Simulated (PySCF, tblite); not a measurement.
# C3H10O2SSi2: geometry, infrared bands and NMR shifts

Wanted: the infrared bands and NMR shifts of C3H10O2SSi2 (`CC(=O)C[Si@H](O)[SiH2]S`), by calculation.

Programs: tblite 0.8.0 and PySCF 2.14.0, with density-fitted response routines of our own. Each step states its level of theory. These are calculated values for one molecule in the gas phase, unless marked as measured. Atoms count from 0, in the outputs and in this text.

**1. Starting geometry**

18 atoms, charge 0, multiplicity 1; geometry from: force field or distance geometry start.

Bonds of the start (Å): C0–C1 1.49, C1–O2 1.25, C1–C3 1.51, C3–Si4 1.87, Si4–O5 1.66, Si4–Si6 2.34, Si6–S7 2.15, C0–H8 1.09, C0–H9 1.10, C0–H10 1.10, C3–H11 1.08, C3–H12 1.10, Si4–H13 1.50, O5–H14 0.98, Si6–H15 1.50, Si6–H16 1.49, S7–H17 1.33.

**2. Geometry optimisation with GFN2-xTB**

Job settings and geometry (Å):

```
{"job": {"kind": "relax", "xc": "GFN2-xTB", "basis": "xTB"}, "charge": 0, "multiplicity": 1}
C     -2.549600     0.990100     0.495900
C     -1.350600     0.115800     0.637900
O     -0.778900    -0.025400     1.740700
C     -0.886400    -0.612600    -0.603200
Si     0.799200    -1.416100    -0.484700
O      0.866800    -2.590400     0.687900
Si     2.365900     0.281900    -0.111200
S      1.909500     2.004900    -1.307900
H     -2.347600     1.773400    -0.235400
H     -3.415700     0.389000     0.181300
H     -2.797700     1.460100     1.454300
H     -0.895800     0.088600    -1.425600
H     -1.638800    -1.388500    -0.804000
H      1.097500    -2.064400    -1.798800
H      0.591600    -2.296900     1.583300
H      2.354000     0.715100     1.324600
H      3.739600    -0.165700    -0.454600
H      2.928300     2.747600    -0.892000
```

Run with:

```console
$ OMP_NUM_THREADS=1 python probes_run.py task.json out
```

This one command runs all jobs of the session in turn.

**Question.** This job is followed by: GFN2-xTB harmonic vibrations, gas phase; GIAO PBE0/pcSseg-1 NMR shielding, non-relativistic, gas phase. Predict these results of the whole session: strongest single infrared mode (GFN2-xTB); zero-point energy (GFN2-xTB); 13C shifts against TMS (PBE0/pcSseg-1); 1H shifts against TMS (PBE0/pcSseg-1, means over atoms taken as alike); 17O shifts against H2O (PBE0/pcSseg-1); 29Si shifts against TMS (PBE0/pcSseg-1); 33S shifts against CS2 (PBE0/pcSseg-1); surface potential, 1st and 99th percentile.

As calculated:

| quantity | value |
| --- | --- |
| strongest single infrared mode (GFN2-xTB) | 2218 cm⁻¹, 498 km/mol |
| zero-point energy (GFN2-xTB) | 76.1 kcal/mol |
| 13C shifts against TMS (PBE0/pcSseg-1) | 217.6, 36.0, 35.8 ppm |
| 1H shifts against TMS (PBE0/pcSseg-1, means over atoms taken as alike) | 5.64, 4.88, 4.78, 3.19, 2.58, 2.54, 2.36, -0.05 ppm |
| 17O shifts against H2O (PBE0/pcSseg-1) | 647.9, 13.1 ppm |
| 29Si shifts against TMS (PBE0/pcSseg-1) | -17.7, -70.9 ppm |
| 33S shifts against CS2 (PBE0/pcSseg-1) | -294 ppm |
| surface potential, 1st and 99th percentile | -1.37 V and 1.42 V |

Over 238 steps the energy fell by 0.396 eV; of the close pairs, C3–Si4 changed most, 1.871 to 1.935 Å. All 48 modes are real, so the xTB geometry is a minimum. The strongest single mode, at 2218 cm⁻¹, moves mainly H13. Unscaled tight-binding wavenumbers are off by several per cent, some by more. Its intensities can rank the bands wrongly. The most deshielded carbon is C1 (ketone carbonyl carbon), at 217.6 ppm: the double bond to the heteroatom, with no lone-pair donor beside it, deshields it most. At PBE0/pcSseg-1: Shielding is most anisotropic at O2 (span 1204 ppm, paramagnetic term -714 ppm). At PBE0/pcSseg-1, counted by nearest atom on the grid, the HOMO lies on S7 72 %; H17 9 %, the LUMO on C1 25 %; O2 17 %.
